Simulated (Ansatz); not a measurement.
# C2H10AlNSi: rotation by 180° about the Al2–N3 bond, part 2 of 2

Aim: the minimum-energy path and barrier of the rotation by 180° about the Al2–N3 bond. The ends are relaxed first, then joined by a nudged elastic band. SMILES of the start: [CH3][Al]([NH2])[CH2][SiH3].

Ansatz 0.2.0; RKS BLYP/def2-SVP. The steps go on from the part before.

## (6) Nudged elastic band

crystal.atoms is end A as relaxed above, and neb.final_atoms is end B, turned to lie on A. With 7 inner images the band has 9 in all.

input.yaml reads:

```yaml
crystal:
  periodic: [false, false, false]
  atoms:
    - { symbol: C, position_ang: [-2.158202, 0.360231, -0.787252] }
    - { symbol: Al, position_ang: [-0.38071, -0.484525, -0.632916] }
    - { symbol: "N", position_ang: [0.386159, -1.185561, -2.095068] }
    - { symbol: C, position_ang: [0.611281, -0.597419, 1.078792] }
    - { symbol: Si, position_ang: [1.456778, 0.991453, 1.66937] }
    - { symbol: H, position_ang: [-2.913068, -0.17566, -0.171314] }
    - { symbol: H, position_ang: [-2.538664, 0.382466, -1.829612] }
    - { symbol: H, position_ang: [-2.140205, 1.407486, -0.415543] }
    - { symbol: H, position_ang: [-0.02064, -1.169987, -3.034893] }
    - { symbol: H, position_ang: [1.295312, -1.655741, -2.129047] }
    - { symbol: H, position_ang: [1.384483, -1.394425, 1.011161] }
    - { symbol: H, position_ang: [-0.101172, -0.909578, 1.875613] }
    - { symbol: H, position_ang: [0.45582, 2.104997, 1.821497] }
    - { symbol: H, position_ang: [2.151802, 0.828251, 2.99523] }
    - { symbol: H, position_ang: [2.489026, 1.447313, 0.673282] }
basis:
  gaussian: { orbitals: def2-SVP }
hamiltonian:
  xc: blyp
neb:
  order_check: false
  images: 7
  f_tol: 0.05
  max_iterations: 60
  initial_path: idpp
  final_atoms:
    - { symbol: C, position_ang: [-2.1412355, 0.37681974, -0.77636414] }
    - { symbol: Al, position_ang: [-0.39027714, -0.51892798, -0.60647968] }
    - { symbol: "N", position_ang: [0.32087263, -1.33074013, -2.03922892] }
    - { symbol: C, position_ang: [0.63855836, -0.5610481, 1.08667103] }
    - { symbol: Si, position_ang: [1.46949148, 1.05937219, 1.60896014] }
    - { symbol: H, position_ang: [-2.57754416, 0.2871824, -1.79310243] }
    - { symbol: H, position_ang: [-2.06035899, 1.4608701, -0.54268706] }
    - { symbol: H, position_ang: [-2.88157123, -0.04111892, -0.05949981] }
    - { symbol: H, position_ang: [1.21651172, -1.82675708, -2.06560208] }
    - { symbol: H, position_ang: [-0.1067539, -1.35983891, -2.96959596] }
    - { symbol: H, position_ang: [1.42196878, -1.34879941, 1.0285855] }
    - { symbol: H, position_ang: [-0.05229974, -0.85762406, 1.90831128] }
    - { symbol: H, position_ang: [0.4508686, 2.15638846, 1.76363387] }
    - { symbol: H, position_ang: [2.20838925, 0.94431208, 2.91598139] }
    - { symbol: H, position_ang: [2.46137983, 1.50921063, 0.56971687] }
```

Command:

```sh
> ansatz run input.yaml --threads 2 --pin off --max-ram 3072MiB --backend cpu --events-out ev --progress --plain --runs-dir out
```

Log, cut to the lines that bear on the results:

```text
Warning: RAYON_NUM_THREADS=2 ignored (pool sized by the plan → 2); use --threads N
[...]
Functional definition: BLYP
[...]
1457 factors; their error is unknown
[...]
mean field -18193.33966626 eV, -668.5929008466 hartree, gradient 3.8e-5 eV, S^2 0.000000; 0 other end points of the search recorded, 0 dependent functions left out
[...]
reference -18193.34008055 eV, -668.5929160714 hartree; 28, 28 occupied and 100, 100 virtual orbitals, 1457 factors
1457 factors; their error is unknown
[...]
mean field -18193.33972978 eV, -668.5929031809 hartree, gradient 3.6e-5 eV, S^2 0.000000; 0 other end points of the search recorded, 0 dependent functions left out
[...]
reference -18193.34014513 eV, -668.5929184447 hartree; 28, 28 occupied and 100, 100 virtual orbitals, 1457 factors
NEB end point (image 0): max|allowed force component| = 2.162e-3 eV/Å (the criterion of neb.relax_end_points is 1.000e-2)
[...]
Atom 6 at    -2.609939     0.438301    -1.322177 Å, force    -0.001921     0.000113    -0.000375 eV/Å
Atom 7 at    -2.688225     0.421875     0.472779 Å, force    -0.000419     0.000011    -0.000182 eV/Å
Atom 8 at     0.864452    -1.102611    -2.509518 Å, force    -0.003925     0.005378     0.000428 eV/Å
Atom 9 at     0.471280    -2.533350    -1.792530 Å, force    -0.006819    -0.001092     0.009721 eV/Å
Atom 10 at     1.461879    -0.960702     1.272355 Å, force    -0.000783    -0.000158    -0.001839 eV/Å
Atom 11 at     0.077990    -0.125954     2.056594 Å, force    -0.000832     0.000181    -0.001308 eV/Å
Atom 12 at     0.657904     2.632639     0.902802 Å, force     0.000604     0.000992    -0.001704 eV/Å
Atom 13 at     2.516266     1.751799     2.191881 Å, force     0.000029     0.002091    -0.000603 eV/Å
Atom 14 at     2.492001     1.517025    -0.222550 Å, force     0.000557    -0.000604     0.001378 eV/Å
Dipole moment:     0.046563    -0.261221    -0.014046 e Å
this run last wrote the band of iteration 15 to <dir>; this run last wrote the band within `neb.f_tol` of iteration 11 to <dir>
```

Run time: 2.7 min. Hardware: 2 threads of INTEL XEON PLATINUM 8581C at 2.30GHz (Emerald Rapids), shared host; peak memory 0.19 GiB.

## (7) The band, image by image

The 7 inner images lie between the fixed ends 0 and 8. Energy is taken from image 0, and the path length is the program's own coordinate along the band.

| image | path (Å) | energy (eV) | dihedral C1–Al2–N3–H10 (°) | band force (eV/Å) |
| --- | --- | --- | --- | --- |
| 0 | 0.000 | 0.0000 | -179 | - |
| 1 | 0.873 | 0.0057 | -178 | 0.011 |
| 2 | 1.746 | 0.0160 | -175 | 0.019 |
| 3 | 2.620 | 0.2252 | -139 | 0.041 |
| 4* | 3.493 | 0.4406 | -109 | 0.023 |
| 5 | 4.411 | 0.2068 | -49 | 0.042 |
| 6 | 5.328 | 0.0143 | -1 | 0.021 |
| 7 | 6.246 | 0.0057 | 0 | 0.006 |
| 8 | 7.163 | -0.0001 | 1 | - |

The star marks the climbing image.

image, energy (eV) and a bar:
```
        0      0.000 
        1      0.006 
        2      0.016 #
        3      0.225 ###############
        4      0.441 ##############################
        5      0.207 ##############
        6      0.014 #
        7      0.006 
        8      0.000
```

How the highest energy settled:

| iteration | highest image above image 0 (eV) | largest band force (eV/Å) |
| --- | --- | --- |
| 1 | 0.5488 | 0.818 |
| 3 | 0.4542 | 0.244 |
| 5 | 0.4522 | 0.194 |
| 7 | 0.4491 | 0.087 |
| 9 | 0.4460 | 0.051 |
| 11 | 0.4437 | 0.038 |
| 13 | 0.4411 | 0.050 |
| 15 | 0.4406 | 0.042 |

Positions of all images (Å):

```xyz
15
image=0 dE=0.0000
C    -2.158    0.360   -0.787
Al   -0.381   -0.485   -0.633
N     0.386   -1.186   -2.095
C     0.611   -0.597    1.079
Si    1.457    0.991    1.669
H    -2.913   -0.176   -0.171
H    -2.539    0.382   -1.830
H    -2.140    1.407   -0.416
H    -0.021   -1.170   -3.035
H     1.295   -1.656   -2.129
H     1.384   -1.394    1.011
H    -0.101   -0.910    1.876
H     0.456    2.105    1.821
H     2.152    0.828    2.995
H     2.489    1.447    0.673
15
image=1 dE=0.0057
C    -2.213    0.231   -0.745
Al   -0.395   -0.523   -0.572
N     0.366   -1.289   -2.005
C     0.636   -0.492    1.119
Si    1.513    1.137    1.532
H    -2.983   -0.538   -0.514
H    -2.428    0.601   -1.769
H    -2.384    1.073   -0.041
H    -0.056   -1.338   -2.936
H     1.286   -1.739   -2.026
H     1.401   -1.300    1.107
H    -0.059   -0.718    1.959
H     0.528    2.272    1.602
H     2.242    1.092    2.849
H     2.523    1.481    0.471
15
image=2 dE=0.0160
C    -2.284    0.086   -0.675
Al   -0.425   -0.562   -0.493
N     0.361   -1.352   -1.900
C     0.639   -0.385    1.169
Si    1.580    1.249    1.355
H    -2.984   -0.763   -0.836
H    -2.411    0.768   -1.542
H    -2.632    0.630    0.228
H    -0.045   -1.427   -2.837
H     1.290   -1.782   -1.901
H     1.378   -1.214    1.232
H    -0.038   -0.488    2.046
H     0.630    2.417    1.344
H     2.377    1.328    2.630
H     2.540    1.443    0.211
15
image=3 dE=0.2252
C    -2.325   -0.025   -0.552
Al   -0.435   -0.589   -0.454
N     0.328   -1.444   -1.849
C     0.649   -0.291    1.177
Si    1.599    1.354    1.170
H    -2.954   -0.939   -0.650
H    -2.563    0.609   -1.432
H    -2.667    0.512    0.357
H     0.361   -1.113   -2.815
H     0.964   -2.240   -1.761
H     1.403   -1.100    1.289
H     0.006   -0.299    2.084
H     0.653    2.523    1.095
H     2.451    1.544    2.397
H     2.507    1.447   -0.027
15
image=4 dE=0.4406
C    -2.360   -0.155   -0.416
Al   -0.449   -0.639   -0.415
N     0.207   -1.543   -1.855
C     0.698   -0.164    1.133
Si    1.625    1.484    1.009
H    -2.987   -1.073   -0.476
H    -2.610    0.438   -1.322
H    -2.688    0.422    0.473
H     0.864   -1.103   -2.510
H     0.471   -2.533   -1.793
H     1.462   -0.961    1.272
H     0.078   -0.126    2.057
H     0.658    2.633    0.903
H     2.516    1.752    2.192
H     2.492    1.517   -0.223
15
image=5 dE=0.2068
C    -2.386   -0.306   -0.305
Al   -0.447   -0.683   -0.338
N     0.278   -1.615   -1.701
C     0.757   -0.032    1.095
Si    1.643    1.619    0.850
H    -3.020   -1.217   -0.301
H    -2.661    0.260   -1.223
H    -2.684    0.314    0.566
H     1.192   -1.415   -2.114
H    -0.061   -2.499   -2.084
H     1.529   -0.815    1.263
H     0.159    0.041    2.031
H     0.646    2.738    0.713
H     2.567    1.968    1.986
H     2.468    1.591   -0.410
15
image=6 dE=0.0143
C    -2.360   -0.362   -0.224
Al   -0.415   -0.714   -0.259
N     0.250   -1.764   -1.553
C     0.861    0.026    1.065
Si    1.582    1.738    0.692
H    -2.948   -1.304   -0.175
H    -2.693    0.169   -1.142
H    -2.663    0.261    0.642
H     1.240   -1.994   -1.681
H    -0.299   -2.216   -2.291
H     1.713   -0.680    1.187
H     0.349    0.084    2.051
H     0.489    2.762    0.550
H     2.518    2.225    1.767
H     2.353    1.718   -0.600
15
image=7 dE=0.0057
C    -2.302   -0.353   -0.160
Al   -0.373   -0.777   -0.199
N     0.224   -1.985   -1.384
C     0.956    0.083    0.992
Si    1.476    1.849    0.546
H    -2.935   -1.219   -0.446
H    -2.540    0.468   -0.872
H    -2.636   -0.008    0.841
H     1.200   -2.271   -1.507
H    -0.361   -2.489   -2.057
H     1.874   -0.544    1.040
H     0.534    0.111    2.022
H     0.283    2.765    0.504
H     2.459    2.435    1.525
H     2.120    1.885   -0.814
15
image=8 dE=-0.0001
C    -2.213    0.250   -0.608
Al   -0.463   -0.641   -0.408
N     0.069   -1.816   -1.654
C     0.755   -0.293    1.116
Si    1.657    1.374    1.111
H    -2.766   -0.077   -1.513
H    -2.096    1.354   -0.670
H    -2.869    0.057    0.269
H     0.950   -2.337   -1.651
H    -0.465   -2.063   -2.493
H     1.519   -1.099    1.176
H     0.162   -0.344    2.057
H     0.673    2.513    1.091
H     2.541    1.565    2.315
H     2.525    1.506   -0.111
```

## (8) Frequencies at the highest image

The geometry is the highest inner image of the first converged band.

input.yaml reads:

```yaml
crystal:
  periodic: [false, false, false]
  atoms:
    - { symbol: C, position_ang: [-2.359601, -0.155416, -0.415612] }
    - { symbol: Al, position_ang: [-0.44937, -0.63888, -0.415254] }
    - { symbol: "N", position_ang: [0.207174, -1.543183, -1.855157] }
    - { symbol: C, position_ang: [0.69778, -0.16381, 1.132798] }
    - { symbol: Si, position_ang: [1.625162, 1.484193, 1.008541] }
    - { symbol: H, position_ang: [-2.986755, -1.072624, -0.475652] }
    - { symbol: H, position_ang: [-2.609939, 0.438301, -1.322177] }
    - { symbol: H, position_ang: [-2.688225, 0.421875, 0.472779] }
    - { symbol: H, position_ang: [0.864452, -1.102611, -2.509518] }
    - { symbol: H, position_ang: [0.47128, -2.53335, -1.79253] }
    - { symbol: H, position_ang: [1.461879, -0.960702, 1.272355] }
    - { symbol: H, position_ang: [0.07799, -0.125954, 2.056594] }
    - { symbol: H, position_ang: [0.657904, 2.632639, 0.902802] }
    - { symbol: H, position_ang: [2.516266, 1.751799, 2.191881] }
    - { symbol: H, position_ang: [2.492001, 1.517025, -0.22255] }
basis:
  gaussian: { orbitals: def2-SVP }
hamiltonian:
  xc: blyp
phonons: {}
```

Command:

```sh
> ansatz run input.yaml --threads 2 --pin off --max-ram 3072MiB --backend cpu --events-out ev --progress --plain --runs-dir out
```

Log, cut to the lines that bear on the results:

```text
Warning: RAYON_NUM_THREADS=2 ignored (pool sized by the plan → 2); use --threads N
[...]
[... 1 set-up line as earlier in the session ...]
[...]
1457 factors; their error is unknown
[...]
mean field -18192.89903393 eV, -668.5767079071 hartree, gradient 1.0e-5 eV, S^2 0.000000; 0 other end points of the search recorded, 0 dependent functions left out
[...]
reference -18192.89945416 eV, -668.5767233501 hartree; 28, 28 occupied and 100, 100 virtual orbitals, 1457 factors
[...]
1457 factors; their error is unknown
mean field -18192.89893730 eV, -668.5767043561 hartree, gradient 2.2e-6 eV, S^2 0.000000; 0 other end points of the search recorded, 0 dependent functions left out
[...]
reference -18192.89935750 eV, -668.5767197981 hartree; 28, 28 occupied and 100, 100 virtual orbitals, 1457 factors
[...]
1457 factors; their error is unknown
[...]
mean field -18192.89893189 eV, -668.5767041570 hartree, gradient 2.5e-6 eV, S^2 0.000000; 0 other end points of the search recorded, 0 dependent functions left out
[...]
WARN: phonons: modes at or below zero, which the zero-point energy, F, S and C_V leave out: 1, the lowest at -403.02 cm⁻¹. A minimum has none, and a first-order saddle one
[...]
Atom 4 at     1.625162     1.484193     1.008541 Å, force     0.000851    -0.004601     0.002903 eV/Å
Atom 5 at    -2.986755    -1.072624    -0.475652 Å, force     0.002200    -0.001263    -0.000072 eV/Å
Atom 6 at    -2.609939     0.438301    -1.322177 Å, force    -0.001922     0.000156    -0.000344 eV/Å
Atom 7 at    -2.688225     0.421875     0.472779 Å, force    -0.000514    -0.000046    -0.000217 eV/Å
Atom 8 at     0.864452    -1.102611    -2.509518 Å, force    -0.003941     0.005344     0.000394 eV/Å
Atom 9 at     0.471280    -2.533350    -1.792530 Å, force    -0.006790    -0.001052     0.009832 eV/Å
Atom 10 at     1.461879    -0.960702     1.272355 Å, force    -0.000760    -0.000179    -0.001816 eV/Å
Atom 11 at     0.077990    -0.125954     2.056594 Å, force    -0.000641     0.000100    -0.001256 eV/Å
Atom 12 at     0.657904     2.632639     0.902802 Å, force     0.000524     0.000995    -0.001733 eV/Å
Atom 13 at     2.516266     1.751799     2.191881 Å, force     0.000061     0.002066    -0.000574 eV/Å
Atom 14 at     2.492001     1.517025    -0.222550 Å, force     0.000553    -0.000501     0.001444 eV/Å
Dipole moment:     0.046560    -0.261219    -0.014046 e Å
[...]
```

It took 90 s on 2 threads of INTEL XEON PLATINUM 8581C at 2.30GHz (Emerald Rapids), shared host; peak memory 0.19 GiB.

Of 39 modes, 1 is imaginary by more than 30 cm⁻¹ (403i cm⁻¹).

## (9) The band again, with other settings

crystal.atoms is end A as relaxed above, and neb.final_atoms is end B, turned to lie on A. With 6 inner images the band has 8 in all.

input.yaml reads:

```yaml
crystal:
  periodic: [false, false, false]
  atoms:
    - { symbol: C, position_ang: [-2.158202, 0.360231, -0.787252] }
    - { symbol: Al, position_ang: [-0.38071, -0.484525, -0.632916] }
    - { symbol: "N", position_ang: [0.386159, -1.185561, -2.095068] }
    - { symbol: C, position_ang: [0.611281, -0.597419, 1.078792] }
    - { symbol: Si, position_ang: [1.456778, 0.991453, 1.66937] }
    - { symbol: H, position_ang: [-2.913068, -0.17566, -0.171314] }
    - { symbol: H, position_ang: [-2.538664, 0.382466, -1.829612] }
    - { symbol: H, position_ang: [-2.140205, 1.407486, -0.415543] }
    - { symbol: H, position_ang: [-0.02064, -1.169987, -3.034893] }
    - { symbol: H, position_ang: [1.295312, -1.655741, -2.129047] }
    - { symbol: H, position_ang: [1.384483, -1.394425, 1.011161] }
    - { symbol: H, position_ang: [-0.101172, -0.909578, 1.875613] }
    - { symbol: H, position_ang: [0.45582, 2.104997, 1.821497] }
    - { symbol: H, position_ang: [2.151802, 0.828251, 2.99523] }
    - { symbol: H, position_ang: [2.489026, 1.447313, 0.673282] }
basis:
  gaussian: { orbitals: def2-SVP }
hamiltonian:
  xc: blyp
neb:
  order_check: false
  images: 6
  f_tol: 0.05
  max_iterations: 60
  initial_path: idpp
  climbing: false
  final_atoms:
    - { symbol: C, position_ang: [-2.1412355, 0.37681974, -0.77636414] }
    - { symbol: Al, position_ang: [-0.39027714, -0.51892798, -0.60647968] }
    - { symbol: "N", position_ang: [0.32087263, -1.33074013, -2.03922892] }
    - { symbol: C, position_ang: [0.63855836, -0.5610481, 1.08667103] }
    - { symbol: Si, position_ang: [1.46949148, 1.05937219, 1.60896014] }
    - { symbol: H, position_ang: [-2.57754416, 0.2871824, -1.79310243] }
    - { symbol: H, position_ang: [-2.06035899, 1.4608701, -0.54268706] }
    - { symbol: H, position_ang: [-2.88157123, -0.04111892, -0.05949981] }
    - { symbol: H, position_ang: [1.21651172, -1.82675708, -2.06560208] }
    - { symbol: H, position_ang: [-0.1067539, -1.35983891, -2.96959596] }
    - { symbol: H, position_ang: [1.42196878, -1.34879941, 1.0285855] }
    - { symbol: H, position_ang: [-0.05229974, -0.85762406, 1.90831128] }
    - { symbol: H, position_ang: [0.4508686, 2.15638846, 1.76363387] }
    - { symbol: H, position_ang: [2.20838925, 0.94431208, 2.91598139] }
    - { symbol: H, position_ang: [2.46137983, 1.50921063, 0.56971687] }
```

Command:

```sh
> ansatz run input.yaml --threads 2 --pin off --max-ram 3072MiB --backend cpu --events-out ev --progress --plain --runs-dir out
```

Log, cut to the lines that bear on the results:

```text
Warning: RAYON_NUM_THREADS=2 ignored (pool sized by the plan → 2); use --threads N
[...]
[... 1 set-up line as earlier in the session ...]
[...]
1457 factors; their error is unknown
[...]
mean field -18193.33966626 eV, -668.5929008466 hartree, gradient 3.8e-5 eV, S^2 0.000000; 0 other end points of the search recorded, 0 dependent functions left out
[...]
reference -18193.34008055 eV, -668.5929160714 hartree; 28, 28 occupied and 100, 100 virtual orbitals, 1457 factors
1457 factors; their error is unknown
[...]
mean field -18193.33972978 eV, -668.5929031809 hartree, gradient 3.6e-5 eV, S^2 0.000000; 0 other end points of the search recorded, 0 dependent functions left out
[...]
reference -18193.34014513 eV, -668.5929184447 hartree; 28, 28 occupied and 100, 100 virtual orbitals, 1457 factors
NEB end point (image 0): max|allowed force component| = 2.162e-3 eV/Å (the criterion of neb.relax_end_points is 1.000e-2)
[...]
Atom 5 at    -2.991357    -0.972806    -0.437655 Å, force    -0.018860    -0.021674     0.003373 eV/Å
Atom 6 at    -2.454474     0.483147    -1.296982 Å, force     0.004618    -0.018180     0.024606 eV/Å
Atom 7 at    -2.553925     0.500926     0.491459 Å, force    -0.016197    -0.006755     0.038970 eV/Å
Atom 8 at     0.910343    -1.505873    -2.429254 Å, force     0.189580    -0.006306     0.091148 eV/Å
Atom 9 at    -0.022630    -2.749814    -1.857598 Å, force    -0.183363    -0.004131    -0.099743 eV/Å
Atom 10 at     1.668534    -0.856942     1.136435 Å, force     0.008792     0.010387    -0.014907 eV/Å
Atom 11 at     0.254823    -0.202046     2.021726 Å, force     0.005899     0.012135    -0.019559 eV/Å
Atom 12 at     0.439516     2.635237     0.980139 Å, force     0.006974     0.015222    -0.004968 eV/Å
Atom 13 at     2.458741     1.937268     2.133787 Å, force     0.006988     0.011697     0.000129 eV/Å
Atom 14 at     2.334669     1.801541    -0.285728 Å, force     0.009336     0.013795    -0.002103 eV/Å
Dipole moment:    -0.046856    -0.326780    -0.116290 e Å
this run last wrote the band of iteration 6 to <dir>
```

It took 69 s on 2 threads of INTEL XEON PLATINUM 8581C at 2.30GHz (Emerald Rapids), shared host; peak memory 0.19 GiB.

## (10) What the band shows

The 6 inner images lie between the fixed ends 0 and 7. Energy is taken from image 0, and the path length is the program's own coordinate along the band.

| image | path (Å) | energy (eV) | dihedral C1–Al2–N3–H10 (°) | band force (eV/Å) |
| --- | --- | --- | --- | --- |
| 0 | 0.000 | 0.0000 | -179 | - |
| 1 | 0.892 | 0.0064 | -178 | 0.009 |
| 2 | 1.784 | 0.0550 | -160 | 0.043 |
| 3 | 2.676 | 0.3591 | -114 | 0.014 |
| 4 | 3.569 | 0.3887 | -70 | 0.033 |
| 5 | 4.461 | 0.0787 | -24 | 0.027 |
| 6 | 5.354 | 0.0052 | -1 | 0.013 |
| 7 | 6.247 | -0.0001 | 1 | - |

image, energy (eV) and a bar:
```
        0      0.000 
        1      0.006 #
        2      0.055 ####
        3      0.359 ############################
        4      0.389 ##############################
        5      0.079 ######
        6      0.005 
        7      0.000
```

## (11) Outcome

The summary covers parts 1 to 2.

| quantity | value |
| --- | --- |
| end A | 22 moves, 0.755 eV lower |
| end B | 29 moves, 0.760 eV lower |
| first band: barrier forwards | 0.44 eV |
| first band: barrier backwards | 0.44 eV |
| first band: second end relative to first | 0.000 eV |
| first band: highest image | 4 of 0 to 8, climbing |
| first band: band iterations | 15 |
| imaginary modes at the top | 403i cm⁻¹ |
| second band | top 0.389 eV above image 0, 6 iterations, 6 inner images, none climbing |
| time, first and second band | 2.7 min and 69 s |

In the first band: the barrier from the first end is 0.44 eV, 17 times kT at 300 K; with a typical attempt rate of 10^13 per second that is roughly 10^6 events a second. The two ends lie within 1 meV of each other. The listed dihedral goes from -179° at end A through -109° at the highest image to 1° at end B. One imaginary mode, as a first-order saddle point has. The second band's top lies 52 meV below the first's, as a band that doesn't climb stops under the top. Zero-point energy and entropy are left out.
